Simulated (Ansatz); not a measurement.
**GaSi (quartet): correlated methods under varied settings at distance Si1–Ga2 = 2.700 Å**

Aim: run GaSi (quartet) at one geometry under a spread of methods and options, and see what each costs and gives.

Method: the settings change from run to run; program: Ansatz 0.2.0, Gaussian basis.

23 further runs of the same task are left out: 2 for a known fault of the program, 18 that didn't finish, 3 set aside as unsound or not needed. Runs told in other sessions of the task aren't counted.

### 1 What is computed

The geometry derives from a PBE0/def2-TZVP stationary point (not a proven minimum). One bond is set to the value named and the two fragments are kept rigid. No spin-orbit coupling is included. The filled d shell of Ga may be among the frozen orbitals whatever the setting's name suggests.

2 atoms, charge 0, spin multiplicity 4.

Atoms are counted from 1 here; the program's logs count them from 0.

Bond lengths: Si1–Ga2 2.700 Å.

### 2 HF (UHF)/STO-3G

The input, in.yaml:

```yaml
crystal:
  periodic: [false, false, false]
  atoms:
    - {symbol: Si, position_ang: [0.000000, 0.000000, 0.000000]}
    - {symbol: Ga, position_ang: [0.000000, 0.000000, 2.700000]}
basis:
  gaussian: {orbitals: STO-3G}
magnetization: {spin_polarized: true, initial_magnetization: 3}
hamiltonian: {xc: hf}
scf: {lower_state_search: light}
output: {forces: true, orbitals: {seedname: orbitals}}
```

Started as:

```sh
$ ansatz run in.yaml --threads 1 --pin off --events-out ev --progress --plain --max-ram 2393MiB
```

The log of the run (excerpt; [...] marks lines left out):

```text
Functional definition: HF
  name "HF"
  cite "Fock, Z. Phys. 61, 126 (1930) doi:10.1007/BF01340294"
  parent pbe
[...]
264 factors; integrals over basis functions are off by at most 7.0e-6 eV
[...]
mean field -59497.98515909 eV, -2186.5106254138 hartree, gradient 1.1e-10 eV, S^2 4.682556; 14 other end points of the search recorded, 0 dependent functions left out
[...]
reference -59497.98515909 eV, -2186.5106254138 hartree; 24, 21 occupied and 3, 6 virtual orbitals, 264 factors
Total energy: -59497.98515909 eV, -2186.5106254138 hartree
Atom 0 at     0.000000     0.000000     0.000000 Å, force    -0.000000    -0.000000     2.258628 eV/Å
Atom 1 at     0.000000     0.000000     2.700000 Å, force     0.000000     0.000000    -2.258628 eV/Å
Dipole moment:     0.000000     0.000000    -0.872142 e Å
```

Wall time 3.9 s (1 thread of Arm Neoverse V1, shared host).

From the report: ⟨S²⟩ of the determinant 4.683 (pure quartet: 3.75). The determinant of HF (⟨S²⟩ 4.68) is far from a pure spin state, so its energy mixes those of several spin states; that is harmless only where they are near-degenerate.

### 3 MRCISD+Q(5,5)/def2-SVP

The input, in.yaml:

```yaml
crystal:
  periodic: [false, false, false]
  atoms:
    - {symbol: Si, position_ang: [0.000000, 0.000000, 0.000000]}
    - {symbol: Ga, position_ang: [0.000000, 0.000000, 2.700000]}
basis:
  gaussian: {orbitals: def2-SVP}
magnetization: {spin_polarized: false, initial_magnetization: 3}
correlation: {method: fic_mrcisd_q, electrons: outside_noble_gas, active_space: {window: {electrons: 5, orbitals: 5}}}
```

The command is unchanged.

The log of the run (excerpt; [...] marks lines left out):

```text
Functional definition: HF
  name "HF"
  cite "Fock, Z. Phys. 61, 126 (1930) doi:10.1007/BF01340294"
  parent pbe
[...]
485 factors; integrals over basis functions are off by at most 8.7e-4 eV
[...]
mean field -60185.54474830 eV, -2211.7779742724 hartree, gradient 1.6e-6 eV, S^2 3.750000; 0 other end points of the search recorded, 0 dependent functions left out
reference -60185.54474830 eV, -2211.7779742724 hartree; 24, 21 occupied and 26, 29 virtual orbitals, 485 factors
state -60185.91340743 eV, -2211.7915222458 hartree
contracted CI cycle   1: correlation 0.00000000 eV, 0.0000000000 hartree, residual 9.76e0 eV
contracted CI cycle   2: correlation -2.71771355 eV, -0.0998741307 hartree, residual 1.77e0 eV
contracted CI cycle   3: correlation -2.82413510 eV, -0.1037850508 hartree, residual 6.11e-1 eV
contracted CI cycle   4: correlation -2.83767039 eV, -0.1042824636 hartree, residual 2.27e-1 eV
[...]
contracted CI cycle   5: correlation -2.88752026 eV, -0.1061144123 hartree, residual 1.13e-1 eV
contracted CI cycle   6: correlation -2.88793635 eV, -0.1061297034 hartree, residual 4.79e-2 eV
contracted CI cycle   7: correlation -2.88801528 eV, -0.1061326040 hartree, residual 1.74e-2 eV
contracted CI cycle   8: correlation -2.88802463 eV, -0.1061329477 hartree, residual 5.80e-3 eV
contracted CI cycle   9: correlation -2.88802556 eV, -0.1061329817 hartree, residual 1.95e-3 eV
contracted CI cycle  10: correlation -2.88802568 eV, -0.1061329860 hartree, residual 6.94e-4 eV
contracted CI cycle  11: correlation -2.88802569 eV, -0.1061329866 hartree, residual 2.26e-4 eV
state -60185.87705159 eV, -2211.7901861931 hartree; corrected -60189.09980375 eV, -2211.9086201508 hartree
state -60185.87705159 eV, -2211.7901861931 hartree; corrected -60189.09980375 eV, -2211.9086201508 hartree
WARN: the results are in doubt because another end's mean lies 0.036 eV lower, and its corrected mean 0.051 eV higher
Total energy: -60189.09980375 eV, -2211.9086201508 hartree
In doubt: another end's mean lies 0.036 eV lower, and its corrected mean 0.051 eV higher
```

It took 5 s on 1 thread of Arm Neoverse V1, shared host.

From the report: 11 determinants; active occupations 1.97, 1.00, 1.00, 1.00, 0.03. Mind the lines of doubt at the end of the log.

### 4 HF (ROHF)/6-31G

The input, in.yaml:

```yaml
crystal:
  periodic: [false, false, false]
  atoms:
    - {symbol: Si, position_ang: [0.000000, 0.000000, 0.000000]}
    - {symbol: Ga, position_ang: [0.000000, 0.000000, 2.700000]}
basis:
  gaussian: {orbitals: 6-31G}
magnetization: {spin_polarized: false, initial_magnetization: 3}
hamiltonian: {xc: hf, pseudopotentials: {relativity: scalar}}
output: {forces: true, orbitals: {seedname: orbitals}}
```

Same command.

The log of the run (excerpt; [...] marks lines left out):

```text
Functional definition: HF
  name "HF"
  cite "Fock, Z. Phys. 61, 126 (1930) doi:10.1007/BF01340294"
  parent pbe
[...]
397 factors; integrals over basis functions are off by at most 1.8e-4 eV
[...]
mean field -60614.73949208 eV, -2227.5505901880 hartree, gradient 2.5e-5 eV, S^2 3.750000; 0 other end points of the search recorded, 0 dependent functions left out
[...]
reference -60614.73949208 eV, -2227.5505901880 hartree; 24, 21 occupied and 18, 21 virtual orbitals, 397 factors
Total energy: -60614.73949208 eV, -2227.5505901880 hartree
Relativity: scalar
Atom 0 at     0.000000     0.000000     0.000000 Å, force     0.000000    -0.000000     0.444624 eV/Å
Atom 1 at     0.000000     0.000000     2.700000 Å, force    -0.000000     0.000000    -0.444624 eV/Å
Dipole moment:     0.000000     0.000000     0.739644 e Å
```

Run time: 0.75 s. Hardware: 1 thread of Arm Neoverse V1, shared host.

### 5 CASSCF(5,5)/6-31G*

The input, in.yaml:

```yaml
crystal:
  periodic: [false, false, false]
  atoms:
    - {symbol: Si, position_ang: [0.000000, 0.000000, 0.000000]}
    - {symbol: Ga, position_ang: [0.000000, 0.000000, 2.700000]}
basis:
  gaussian: {orbitals: "6-31G*"}
magnetization: {spin_polarized: false, initial_magnetization: 3}
correlation: {active_space: {window: {electrons: 5, orbitals: 5}}}
scf: {lower_state_search: off}
```

Same command.

The log of the run:

```text
Functional definition: HF
  name "HF"
  cite "Fock, Z. Phys. 61, 126 (1930) doi:10.1007/BF01340294"
  parent pbe
  exchange = exact_x
  correlation = 0
these checks for a lower state are left out or cut short: stability, starts, cluster_reference, orbital_swaps, neighbouring_geometries, increment
476 factors; integrals over basis functions are off by at most 7.8e-4 eV
mean field evaluation 1: about -60186.4809 eV, gradient 4.2e0 eV
mean field evaluation 2: about -60186.4917 eV, gradient 4.2e0 eV
mean field evaluation 4: about -60186.8469 eV, gradient 1.6e0 eV
mean field evaluation 8: about -60186.8861 eV, gradient 2.4e-1 eV
mean field -60186.88988492 eV, -2211.8274071317 hartree, gradient 1.5e-6 eV, S^2 3.750000; 0 other end points of the search recorded, 0 dependent functions left out
reference -60186.88988492 eV, -2211.8274071317 hartree; 24, 21 occupied and 30, 33 virtual orbitals, 476 factors
state -60187.26624496 eV, -2211.8412381079 hartree
Total energy: -60187.26624496 eV, -2211.8412381079 hartree
Checks for a lower state left out: stability, starts, cluster_reference, orbital_swaps, neighbouring_geometries, increment
```

Run time: 0.93 s. Hardware: 1 thread of Arm Neoverse V1, shared host.

From the report: 25 determinants; active occupations 1.95, 1.00, 1.00, 1.00, 0.05.

### 6 CCSD on ROHF/cc-pVDZ

The input, in.yaml:

```yaml
crystal:
  periodic: [false, false, false]
  atoms:
    - {symbol: Si, position_ang: [0.000000, 0.000000, 0.000000]}
    - {symbol: Ga, position_ang: [0.000000, 0.000000, 2.700000]}
basis:
  gaussian: {orbitals: cc-pVDZ}
magnetization: {spin_polarized: false, initial_magnetization: 3}
correlation: {method: ccsd, electrons: outside_noble_gas}
output: {forces: true}
```

Launched as before.

The log of the run (excerpt; [...] marks lines left out):

```text
Functional definition: HF
  name "HF"
  cite "Fock, Z. Phys. 61, 126 (1930) doi:10.1007/BF01340294"
  parent pbe
[...]
509 factors; integrals over basis functions are off by at most 8.8e-4 eV
[...]
mean field -60194.10230316 eV, -2212.0924586132 hartree, gradient 2.8e-6 eV, S^2 3.750000; 3 other end points of the search recorded, 0 dependent functions left out
[...]
determinant -60194.10230316 eV, -2212.0924586132 hartree, with singles and doubles -60197.54790635 eV, -2212.2190821948 hartree
determinant -60192.14476529 eV, -2212.0205204232 hartree, with singles and doubles -60195.48513490 eV, -2212.1432767424 hartree
determinant -60192.05192013 eV, -2212.0171084267 hartree, with singles and doubles -60195.43422680 eV, -2212.1414059042 hartree
determinant -60191.43951702 eV, -2211.9946030274 hartree, with singles and doubles -60195.16703186 eV, -2212.1315866712 hartree
19 core orbitals not correlated: weight in the atoms' cores, before any rotation towards them, 1.000 or more for the frozen orbitals, at most 0.000 for the correlated occupied ones
reference -60194.10230316 eV, -2212.0924586132 hartree; 5, 2 occupied and 21, 24 virtual orbitals, 509 factors
second order -2.63814344 eV of doubles, -0.02793416 eV of singles
cycle   1  -3.44550193 eV  change    1.0e-4 eV  update   1.2e-3
[...]
cycle   9  -3.44598383 eV  change   -7.1e-8 eV  update   8.4e-7
[...]
Total energy: -60197.54828699 eV, -2212.2190961832 hartree
Atom 0 at     0.000000     0.000000     0.000000 Å, force     0.000000     0.000000     0.968850 eV/Å
Atom 1 at     0.000000     0.000000     2.700000 Å, force    -0.000000     0.000000    -0.968850 eV/Å
Dipole moment:     0.000000    -0.000000     0.488028 e Å
```

Run time: 3.8 s. Hardware: 1 thread of Arm Neoverse V1, shared host.

From the report: correlation -3.4460 eV; T1 0.039; largest double amplitude 0.07.

### 7 CCSD on ROHF/cc-pVDZ

Changes to in.yaml since step 6:

```diff
@@ -9,2 +9 @@
 correlation: {method: ccsd, electrons: outside_noble_gas}
-output: {forces: true}
```

Same command.

The log of the run (excerpt; [...] marks lines left out):

```text
Functional definition: HF
  name "HF"
  cite "Fock, Z. Phys. 61, 126 (1930) doi:10.1007/BF01340294"
  parent pbe
[...]
509 factors; integrals over basis functions are off by at most 8.8e-4 eV
[...]
mean field -60194.10230316 eV, -2212.0924586132 hartree, gradient 2.8e-6 eV, S^2 3.750000; 3 other end points of the search recorded, 0 dependent functions left out
[...]
determinant -60194.10230316 eV, -2212.0924586132 hartree, with singles and doubles -60197.54790635 eV, -2212.2190821948 hartree
determinant -60192.14476529 eV, -2212.0205204232 hartree, with singles and doubles -60195.48513490 eV, -2212.1432767424 hartree
determinant -60192.05192013 eV, -2212.0171084267 hartree, with singles and doubles -60195.43422680 eV, -2212.1414059042 hartree
determinant -60191.43951702 eV, -2211.9946030274 hartree, with singles and doubles -60195.16703186 eV, -2212.1315866712 hartree
19 core orbitals not correlated: weight in the atoms' cores, before any rotation towards them, 1.000 or more for the frozen orbitals, at most 0.000 for the correlated occupied ones
reference -60194.10230316 eV, -2212.0924586132 hartree; 5, 2 occupied and 21, 24 virtual orbitals, 509 factors
second order -2.63814344 eV of doubles, -0.02793416 eV of singles
cycle   1  -3.44550194 eV  change    1.0e-4 eV  update   1.2e-3
[...]
cycle   7  -3.44598804 eV  change   -1.9e-6 eV  update   7.4e-6
Total energy: -60197.54829120 eV, -2212.2190963377 hartree
```

Wall time 2.8 s (1 thread of Arm Neoverse V1, shared host).

From the report: correlation -3.4460 eV; T1 0.039; largest double amplitude 0.07.

### 8 NEVPT2(3,4)/cc-pVDZ

Changes to in.yaml since step 7:

```diff
@@ -8,2 +8,3 @@
 magnetization: {spin_polarized: false, initial_magnetization: 3}
-correlation: {method: ccsd, electrons: outside_noble_gas}
+hamiltonian: {pseudopotentials: {relativity: scalar}}
+correlation: {method: sc_nevpt2, electrons: outside_noble_gas, active_space: {window: {electrons: 3, orbitals: 4}}}
```

Launched as before.

The log of the run:

```text
Functional definition: HF
  name "HF"
  cite "Fock, Z. Phys. 61, 126 (1930) doi:10.1007/BF01340294"
  parent pbe
  exchange = exact_x
  correlation = 0
509 factors; integrals over basis functions are off by at most 8.9e-4 eV
mean field evaluation 1: about -60617.7075 eV, gradient 4.3e0 eV
mean field evaluation 2: about -60617.7088 eV, gradient 4.3e0 eV
mean field evaluation 4: about -60618.0449 eV, gradient 1.4e0 eV
mean field evaluation 8: about -60618.0782 eV, gradient 1.1e-2 eV
mean field -60618.07818798 eV, -2227.6732849991 hartree, gradient 2.8e-6 eV, S^2 3.750000; 0 other end points of the search recorded, 0 dependent functions left out
reference -60618.07818798 eV, -2227.6732849991 hartree; 24, 21 occupied and 21, 24 virtual orbitals, 509 factors
state -60618.07818798 eV, -2227.6732849991 hartree
state -60618.07818798 eV, -2227.6732849991 hartree; corrected -60620.77632426 eV, -2227.7724396785 hartree
WARN: 1 active orbitals are nearly empty or full. The corrections depend on them more than the energy does, and are more stable in an active space without them
Total energy: -60620.77632426 eV, -2227.7724396785 hartree
Relativity: scalar
```

Wall time 1.8 s (1 thread of Arm Neoverse V1, shared host).

From the report: 2 determinants; active occupations 1.00, 1.00, 1.00, 0.00. The report marks this result as in doubt.

### 9 CISD/cc-pVDZ

The input, in.yaml:

```yaml
crystal:
  periodic: [false, false, false]
  atoms:
    - {symbol: Si, position_ang: [0.000000, 0.000000, 0.000000]}
    - {symbol: Ga, position_ang: [0.000000, 0.000000, 2.700000]}
basis:
  gaussian: {orbitals: cc-pVDZ}
magnetization: {spin_polarized: false, initial_magnetization: 3}
correlation: {active_space: {ras: {orbitals: [2, 3, 21], electrons: 7, max_holes: 2, max_particles: 2}, fixed_orbitals: true}}
accuracy: high
output: {forces: true}
```

The command is unchanged.

The log of the run (excerpt; [...] marks lines left out):

```text
Functional definition: HF
  name "HF"
  cite "Fock, Z. Phys. 61, 126 (1930) doi:10.1007/BF01340294"
  parent pbe
[...]
853 factors; integrals over basis functions are off by at most 4.4e-9 eV
[...]
mean field -60194.10233944 eV, -2212.0924599465 hartree, gradient 2.5e-8 eV, S^2 3.750000; 0 other end points of the search recorded, 0 dependent functions left out
reference -60194.10233944 eV, -2212.0924599465 hartree; 24, 21 occupied and 21, 24 virtual orbitals, 853 factors
state -60197.40045758 eV, -2212.2136635524 hartree
[...]
Total energy: -60197.40045758 eV, -2212.2136635524 hartree
Atom 0 at     0.000000     0.000000     0.000000 Å, force    -0.000000    -0.000000     0.987285 eV/Å
Atom 1 at     0.000000     0.000000     2.700000 Å, force     0.000000    -0.000000    -0.987285 eV/Å
Dipole moment:    -0.000000     0.000000     0.486984 e Å
```

It took 4.5 s on 1 thread of Arm Neoverse V1, shared host.

From the report: 6,478 determinants.

### 10 CCSD on ROHF/cc-pVDZ

The input, in.yaml:

```yaml
crystal:
  periodic: [false, false, false]
  atoms:
    - {symbol: Si, position_ang: [0.000000, 0.000000, 0.000000]}
    - {symbol: Ga, position_ang: [0.000000, 0.000000, 2.700000]}
basis:
  gaussian: {orbitals: cc-pVDZ}
magnetization: {spin_polarized: false, initial_magnetization: 3}
correlation: {method: ccsd, electrons: all}
```

The command is unchanged.

The log of the run (excerpt; [...] marks lines left out):

```text
Functional definition: HF
  name "HF"
  cite "Fock, Z. Phys. 61, 126 (1930) doi:10.1007/BF01340294"
  parent pbe
[...]
509 factors; integrals over basis functions are off by at most 8.8e-4 eV
[...]
mean field -60194.10230316 eV, -2212.0924586132 hartree, gradient 2.8e-6 eV, S^2 3.750000; 3 other end points of the search recorded, 0 dependent functions left out
[...]
determinant -60194.10230316 eV, -2212.0924586132 hartree, with singles and doubles -60198.34531760 eV, -2212.2483865177 hartree
determinant -60192.14476529 eV, -2212.0205204232 hartree, with singles and doubles -60196.29796747 eV, -2212.1731477884 hartree
determinant -60192.05192013 eV, -2212.0171084267 hartree, with singles and doubles -60196.23692065 eV, -2212.1709043589 hartree
determinant -60191.43951702 eV, -2211.9946030274 hartree, with singles and doubles -60195.97129137 eV, -2212.1611426630 hartree
reference -60194.10230316 eV, -2212.0924586132 hartree; 24, 21 occupied and 21, 24 virtual orbitals, 509 factors
second order -3.44577310 eV of doubles, -0.02944174 eV of singles
cycle   1  -4.24250305 eV  change    5.1e-4 eV  update   1.3e-3
[...]
cycle   7  -4.24305642 eV  change   -2.8e-6 eV  update   8.7e-6
Total energy: -60198.34535958 eV, -2212.2483880604 hartree
```

It took 12 s on 1 thread of Arm Neoverse V1, shared host.

From the report: correlation -4.2431 eV; T1 0.016; largest double amplitude 0.07.

### 11 All runs side by side

Where basis and cores are those of an earlier FCI/cc-pVDZ run (-60197.7472 eV), and the records show the same count of frozen orbitals and kind of state, the miss against it is given; a blank cell means that this couldn't be shown. † marks a result that the program doubts.

| level | correlated | functions | energy (eV) | from FCI (meV) | time |
| --- | --- | --- | --- | --- | --- |
| HF (UHF)/STO-3G |  | 27 | -59497.9852 |  | 3.9 s |
| MRCISD+Q(5,5)/def2-SVP † | outside noble gas | 50 | -60189.0998 |  | 5 s |
| HF (ROHF)/6-31G (relativity set) |  | 42 | -60614.7395 |  | 0.75 s |
| CASSCF(5,5)/6-31G* |  | 54 | -60187.2662 |  | 0.93 s |
| CCSD on ROHF/cc-pVDZ | outside noble gas | 45 | -60197.5483 | 198.9 | 3.8 s |
| CCSD on ROHF/cc-pVDZ | outside noble gas | 45 | -60197.5483 | 198.9 | 2.8 s |
| NEVPT2(3,4)/cc-pVDZ (relativity set) † | outside noble gas | 45 | -60620.7763 |  | 1.8 s |
| CISD/cc-pVDZ | outside noble gas | 45 | -60197.4005 | 346.7 | 4.5 s |
| CCSD on ROHF/cc-pVDZ | all | 45 | -60198.3454 |  | 12 s |

### 12 Outcome

| quantity | value |
| --- | --- |
| runs | 9 |
| quickest | HF (ROHF)/6-31G (relativity set), 0.75 s |
| slowest | CCSD on ROHF/cc-pVDZ, 12 s |

What this shows: Total energies in different bases, with other cores or another treatment of relativity can't be set against each other. «valence» and «outside noble gas» are the program's key words; the logs give how many orbitals each freezes, and for Ga to Kr the 3d shell needn't follow the word's plain sense. CCSD on ROHF/cc-pVDZ took 16 times as long as HF (ROHF)/6-31G (relativity set); the jobs differ in more than the method. Among the correlated runs with a miss given, it spans +199 to +347 meV.
